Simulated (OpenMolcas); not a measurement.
# Mo⁴⁺ among point charges: CASSCF levels and susceptibility

How does a field of 6 point charges split the states of Mo⁴⁺, and what χT follows?

Program: OpenMolcas 26.06. Level of theory: state-averaged CASSCF, spin-orbit coupling by RASSI with atomic mean-field integrals. These are calculated values, not measurements, unless marked.

1 further run of the same task is left out (it didn't finish).

### Step 1. Starting point

| Item | Value |
| --- | --- |
| Species | Mo⁴⁺ (molybdenum, Z = 42, 38 electrons) |
| Basis | ANO-RCC-VDZP [6s5p3d1f], 43 functions |
| Scalar Hamiltonian | DKH2, point nucleus |
| Inactive shells | 1s 2s 2p 3s 3p 3d 4s 4p |
| Active space | 2 electrons in 5 orbitals (4d) |
| Some configurations of this space | 4d² |
| Orbitals | optimised for each spin and parity, averaged over all roots |

Outer shells as boxes (Hund's rule):

4d2
```
4d [↑ ][↑ ][  ][  ][  ]
```

The ion sits among 6 point charges of -1.7 e arranged as a trigonal antiprism (D3d), 1.88 Å from the ion, with a polar angle of 57.5° against the regular 54.74°. The active orbitals were held to one l.

The work runs as a chain of OpenMolcas steps in one folder; each step below is one input file. Labels, J, g values, rates, χT and fits are worked out afterwards by a script from the matrices that RASSI stores. The input lists half of the charges; inversion (Group=XYZ) makes the rest.

### Step 2. GATEWAY and SEWARD: basis and integrals

a.inp

```
&GATEWAY
Coord
1

Mo 0.0 0.0 0.0
Basis=ANO-RCC-VDZP
Group=XYZ
NoMove
AngMom=0.0 0.0 0.0
AMFI
XField
3 Angstrom 0
0.000000 1.585089 1.010887 -1.700000
1.372727 -0.792544 1.010887 -1.700000
1.372727 0.792544 -1.010887 -1.700000
&SEWARD
```

The run is started by

```console
$ OMP_NUM_THREADS=1 MOLCAS_MEM=1689 MOLCAS_PROJECT=a pymolcas a.inp > a.log
```

### Step 3. CASSCF: triplets of even parity, 10 roots

a.inp

```
&RASSCF
FileOrb=start.orb
Symmetry=1
Spin=3
nActEl=2 0 0
Inactive=9 9
Ras2=5 0
CIRoot=10 10 1
SDav=10
CIMx=300
Iter=120 100
PrWF=0.3
OrbListing=Nothing
MaxOrb=0
SupSym
1
15 4 5 6 7 8 10 11 12 13 14 17 18 19 20 21
0
>>> COPY $Project.JobIph JOB001
```

start.orb holds the contracted functions of the basis, ordered by shell, or the orbitals of the step before.

### Step 4. CASSCF: singlets of even parity, 15 roots

a.inp

```
&RASSCF
FileOrb=start.orb
Symmetry=1
Spin=1
nActEl=2 0 0
Inactive=9 9
Ras2=5 0
CIRoot=15 15 1
SDav=15
CIMx=300
Iter=120 100
PrWF=0.3
OrbListing=Nothing
MaxOrb=0
SupSym
1
15 4 5 6 7 8 10 11 12 13 14 17 18 19 20 21
0
>>> COPY $Project.JobIph JOB002
```

### Step 5. RASSI: spin-orbit coupling between the states

a.inp

```
&RASSI
NrOfJobIphs=2 10 15
1 2 3 4 5 6 7 8 9 10
1 2 3 4 5 6 7 8 9 10 11 12 13 14 15
IphNames
JOB001
JOB002
EJob
SpinOrbit
DIPRint=1.0
SOCoupling=1000.0
Subsets=2
Property=9
'ANGMOM' 1 'ANGMOM' 2 'ANGMOM' 3 'MLTPL  1' 1 'MLTPL  1' 2 'MLTPL  1' 3
'AMFI' 1 'AMFI' 2 'AMFI' 3
SOProperty=3
'ANGMOM' 1 'ANGMOM' 2 'ANGMOM' 3
```

**Question.** What will these runs give? Wanted: spin-free ground state; first state of the same spin within the active space; lowest level; next level.

As calculated:

| quantity | value |
| --- | --- |
| method | CASSCF |
| spin-free ground state | 3E, 2-fold in its orbital part |
| first state of the same spin within the active space | 3A2 at 881 cm⁻¹ |
| lowest level | 2-fold E, g = 0.00, 0.00, 1.28 |
| next level | 158.7 cm⁻¹ |
| χT at 300 K | 0.33 cm³ K/mol |
| effective moment at 300 K | 1.63 μB |

**Reading.** The spin-free ground state (3E) comes to 91 % from free-ion F terms and keeps the highest spin of the shell. χT at 300 K is 0.33, against 1.00 cm³ K/mol for the spin alone, so spin-orbit coupling lowers it. The field of point charges can differ much from that of real complexes. Point charges carry no covalency, so the field is a model and not that of real ligands.
